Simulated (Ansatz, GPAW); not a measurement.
# NiTeS with PBE in single-zeta orbitals from a Python script

These are simulated results from GPAW 26.7.0, not measurements. The cell was built from a prototype and was relaxed with r2SCAN in plane waves (Ansatz 0.2.0). It may be hypothetical. It is a single sheet, repeated along a and b, with vacuum along c. All runs are without spin polarisation, and a magnetic state may lie lower.

The sheet's in-plane cell has a = 3.527 Å, b = 3.527 Å (γ = 120.0°), and its outermost atoms lie 2.57 Å apart along the normal. Around Ni lie 3 S at 2.31 Å and 3 Te at 2.51 Å; around S lie 3 Ni at 2.31 Å; around Te lie 3 Ni at 2.51 Å.

The basis is minimal: single zeta, one radial function for each shell that the log's basis lists. It describes the filled bands fairly and the empty ones poorly.

run.py reads:

```python
import json
from ase import Atoms
from gpaw import GPAW, PW, FermiDirac

atoms = Atoms(['Ni', 'S', 'Te'],
              cell=[[3.526723, 0.0, -0.0], [-1.763361, 3.054231, -0.0], [-0.0, -0.0, 29.767198]],
              scaled_positions=[[-0.0, -0.0, 0.306567], [0.333333, 0.666667, 0.343373], [0.666667, 0.333333, 0.257098]],
              pbc=True)
calc = GPAW(mode='lcao', basis='sz(dzp)', h=0.2, xc='PBE', kpts={'size': (6, 6, 1), 'gamma': True},
            occupations=FermiDirac(0.02), maxiter=100, legacy_gpaw=True, txt='gpaw.txt')
atoms.calc = calc
res = {'energy': atoms.get_potential_energy(force_consistent=True)}
res['electrons'] = calc.get_number_of_electrons()
res['k'] = calc.get_ibz_k_points().tolist()
res['levels'] = [calc.get_eigenvalues(kpt=i).tolist() for i in range(len(res['k']))]
points = [[0.0, 0.0, 0.0], [0.5, 0.0, 0.0], [0.333333, 0.333333, 0.0], [0.2, 0.0, 0.0]]
bands = calc.fixed_density(kpts=points, symmetry='off', txt='bands.txt')
res['points'] = [bands.get_eigenvalues(kpt=i).tolist() for i in range(len(points))]
json.dump(res, open('results.json', 'w'))
print('free energy (eV):', round(res['energy'], 5))
```

Command: `python run.py`. It took 11 s on 1 thread of Arm Neoverse V2, with other jobs on the host, peak memory 0.23 GiB.

The log gpaw.txt, trimmed of paths, versions and times, then the last line on the terminal. An iter line gives the energy in eV and the logarithms of the changes of orbitals (plane waves alone) and density (c: converged):

```
___ ___ ___ _ _ _
 |   |   |_  | | | |

 | | | | | . | | | |

 |__ |  _|___|_____|  26.7.0
 |___|_|

Input parameters:
  basis: sz(dzp)
  h: 0.2
  kpts: {gamma: True,
         size: (6, 6, 1)}
  maxiter: 100
  mode: lcao
  occupations: {fixmagmom: False,
                name: fermi-dirac,
                width: 0.02}
  xc: PBE

System changes: positions, numbers, cell, pbc, initial_charges, initial_magmoms

Initialize ...

species:
  Ni:
    name:    Nickel
    Z:       28.0
    valence: 16
    core:    12
    charge:  0.0  # [|e|]
    compensation charges:
      type: gauss
      rc: 0.36  # [Å]
      lmax: 2
    cutoffs:
      filter: 2.14  # [Å]
      core: 1.98  # [Å]
    projectors
    | kind |    occ | energy [eV] | rcut [Å] |

    |------|--------|-------------|----------|

    |   4s |  2.000 |      -5.642 |    1.164 |

    |   3p |  6.000 |     -71.394 |    1.207 |

    |   4p |  0.000 |      -1.226 |    1.207 |

    |   3d |  8.000 |      -8.875 |    1.138 |

    |    s |        |      21.570 |    1.164 |

    |    d |        |      18.337 |    1.138 |

    LCAO basis set for Ni:
      Name: sz(dzp)
      Number of radial functions: 4
      Number of spherical harmonics: 12
        l=0, rc=8.5156 Bohr: 4s-sz confined orbital
        l=1, rc=2.9375 Bohr: 3p-sz confined orbital
        l=1, rc=12.4062 Bohr: 4p-sz confined orbital
        l=2, rc=4.6875 Bohr: 3d-sz confined orbital
      Number of RI-basis functions 0

  S:
    name:    Sulfur
    Z:       16.0
    valence: 6
    core:    10
    charge:  0.0  # [|e|]
    compensation charges:
      type: gauss
      rc: 0.24  # [Å]
      lmax: 2
    cutoffs:
      filter: 1.77  # [Å]
      core: 1.66  # [Å]
    projectors
    | kind |    occ | energy [eV] | rcut [Å] |

    |------|--------|-------------|----------|

    |   3s |  2.000 |     -17.254 |    0.974 |

    |   3p |  4.000 |      -7.008 |    0.979 |

    |    s |        |       9.957 |    0.974 |

    |    p |        |      20.203 |    0.979 |

    |    d |        |       0.000 |    0.900 |

    LCAO basis set for S:
      Name: sz(dzp)
      Number of radial functions: 2
      Number of spherical harmonics: 4
        l=0, rc=5.5156 Bohr: 3s-sz confined orbital
        l=1, rc=6.9375 Bohr: 3p-sz confined orbital
      Number of RI-basis functions 0

  Te:
    name:    Tellurium
    Z:       52.0
    valence: 6
    core:    46
    charge:  0.0  # [|e|]
    compensation charges:
      type: gauss
      rc: 0.36  # [Å]
      lmax: 2
    cutoffs:
      filter: 2.09  # [Å]
      core: 3.17  # [Å]
    projectors
    | kind |    occ | energy [eV] | rcut [Å] |

    |------|--------|-------------|----------|

    |   5s |  2.000 |     -15.089 |    1.180 |

    |   5p |  4.000 |      -5.955 |    1.196 |

    |    s |        |      12.123 |    1.180 |

    |    p |        |      21.256 |    1.196 |

    |    d |        |       0.000 |    1.238 |

    LCAO basis set for Te:
      Name: sz(dzp)
      Number of radial functions: 2
      Number of spherical harmonics: 4
        l=0, rc=6.2500 Bohr: 5s-sz confined orbital
        l=1, rc=8.0156 Bohr: 5p-sz confined orbital
      Number of RI-basis functions 0

Reference energy: -237016.301779  # eV

Spin-paired calculation

Convergence criteria:
 Maximum [total energy] change in last 3 cyles: 0.0005 eV / valence electron
 Maximum integral of absolute [dens]ity change: 0.0001 electrons / valence electron
 Maximum integral of absolute [eigenst]ate change: 4e-08 eV^2 / valence electron
 Maximum number of scf [iter]ations: 100
 (Square brackets indicate name in SCF output, whereas a 'c' in
 the SCF output indicates the quantity has converged.)

Symmetries present (total): 1

  ( 1  0  0)
  ( 0  1  0)
  ( 0  0  1)

36 k-points: 6 x 6 x 1 Monkhorst-Pack grid + [1/12,1/12,0.000000]
20 k-points in the irreducible part of the Brillouin zone
       k-points in crystal coordinates                weights
   0:     0.00000000    0.00000000    0.00000000          1/36
   1:     0.00000000    0.16666667    0.00000000          2/36
   2:     0.00000000    0.33333333    0.00000000          2/36
   3:     0.00000000    0.50000000    0.00000000          1/36
   4:     0.16666667   -0.33333333    0.00000000          2/36
   5:     0.16666667   -0.16666667    0.00000000          2/36
   6:     0.16666667    0.00000000    0.00000000          2/36
   7:     0.16666667    0.16666667    0.00000000          2/36
   8:     0.16666667    0.33333333    0.00000000          2/36
   9:     0.16666667    0.50000000    0.00000000          2/36
          ...
  19:     0.50000000    0.50000000    0.00000000          1/36

Wave functions: LCAO
  Diagonalizer: Serial LAPACK
  Atomic Correction: dense with blas
  Data-type: complex

Occupation numbers: Fermi-Dirac:
  width: 0.0200  # eV

Eigensolver
   LCAO using direct dense diagonalizer

Densities:
  Coarse grid: 16*16*148 grid
  Fine grid: 32*32*296 grid
  Total Charge: 0.000000

Density mixing:
  Method: separate
  Backend: msr1
  Linear mixing parameter: 0.05
  old densities: 10
  Width of damping distribution: 1.1
  Damping of long wavelength oscillations: 20

Hamiltonian:
  XC and Coulomb potentials evaluated on a 32*32*296 grid
  Using the PBE Exchange-Correlation functional
  Interpolation: tri-quintic (5. degree polynomial)
  Poisson solver: FastPoissonSolver using
    Stencil: 8*3+1=25 point O(h^6) finite-difference Laplacian
    FFT axes: [np.int64(0), np.int64(1), np.int64(2)]
    FST axes: []

XC parameters: PBE with 2 nearest neighbor stencil

Memory estimate:
  Process memory now: 144.92 MiB
  Calculator: 35.03 MiB
    Density: 23.45 MiB
      Arrays: 7.52 MiB
      Localized functions: 10.16 MiB
      Mixer: 5.78 MiB
    Hamiltonian: 5.65 MiB
      Arrays: 4.91 MiB
      XC: 0.00 MiB
      Poisson: 0.00 MiB
      vbar: 0.74 MiB
    Wavefunctions: 5.92 MiB
      C [qnM]: 0.12 MiB
      S, T [2 x qmm]: 0.24 MiB
      P [aqMi]: 0.02 MiB
      BasisFunctions: 5.54 MiB
      Eigensolver: 0.00 MiB

Total number of cores used: 1

Number of atoms: 3
Number of atomic orbitals: 20
Number of bands in calculation: 20
Number of valence electrons: 28
Bands to converge: occupied
Positions:
   0 Ni     0.000000    0.000000    9.125641    ( 0.0000,  0.0000,  0.0000)
   1 S     -0.000001    2.036155   10.221252    ( 0.0000,  0.0000,  0.0000)
   2 Te     1.763363    1.018076    7.653087    ( 0.0000,  0.0000,  0.0000)

Unit cell:
           periodic     x           y           z      points  spacing
  1. axis:    yes    3.526723    0.000000   -0.000000    16     0.1909
  2. axis:    yes   -1.763361    3.054231   -0.000000    16     0.1909
  3. axis:    yes   -0.000000   -0.000000   29.767198   148     0.2011

  Lengths:   3.526723   3.526722  29.767198
  Angles:   90.000000  90.000000 119.999999

Effective grid spacing dv^(1/3) = 0.2038

iter:   1   -14.641747        c
iter:   2   -12.229133        c -1.12
iter:   3   -11.307807        c -1.35
iter:   4   -11.222265        c -1.55
iter:   5   -11.097105        c -1.67
iter:   6   -11.091428        c -2.16
iter:   7   -11.088692c       c -2.55
iter:   8   -11.088509c       c -2.91
iter:   9   -11.088477c       c -3.41
iter:  10   -11.088459c       c -3.60
iter:  11   -11.088457c       c -3.98
iter:  12   -11.088455c       c -4.20c

Converged after 12 iterations.

Energy contributions relative to reference atoms: (reference = -237016.301779)

Kinetic:        +83.658312
Potential:      -72.329956
External:        +0.000000
XC:             -22.517417
Entropy (-ST):   -0.000162
Local:           +0.100688
SIC:             +0.000000
--------------------------
Free energy:    -11.088536
Extrapolated:   -11.088455

Showing only first 2 kpts
 Kpt  Band  Eigenvalues  Occupancy
  0    12     -3.16412    1.98821
  0    13     -3.16373    1.98798
  0    14     -1.09164    0.00000
  0    15     -1.09126    0.00000

  1    12     -3.54939    2.00000
  1    13     -3.31542    1.99999
  1    14     -2.37890    0.00000
  1    15     -1.32418    0.00000

Fermi level: -3.06156

Gap: 0.205 eV
Transition (v -> c):
  (s=0, k=0, n=13, [0.00, 0.00, 0.00]) -> (s=0, k=14, n=14, [0.33, 0.33, 0.00])
Direct/indirect transitions are different
Direct gap: 0.937 eV
Transition at: (s=0, k=1, n=13, [0.00, 0.17, 0.00])

free energy (eV): -11.08854
```

The gap in the log is over the mesh alone; results.json adds the listed points. PBE in single-zeta orbitals gives a gap of 0.20 eV. On the same cell, plane-wave PBE (Ansatz, 12×12×1 k points and the special points) gives no gap (an overlap of 0.37 eV at the points read) and r2SCAN no gap (an overlap of 0.29 eV at the points read); on shared hosts these took about 18 and 46 core-seconds on the 3-atom cell, against 11 for the script. Spin-orbit coupling, left out in all these runs, can cut or reorder the gap by tenths of an eV, up to about 1 eV with Pb or Bi.

Spin-orbit coupling is left out, which matters wherever the heavy atoms make up the band edges.
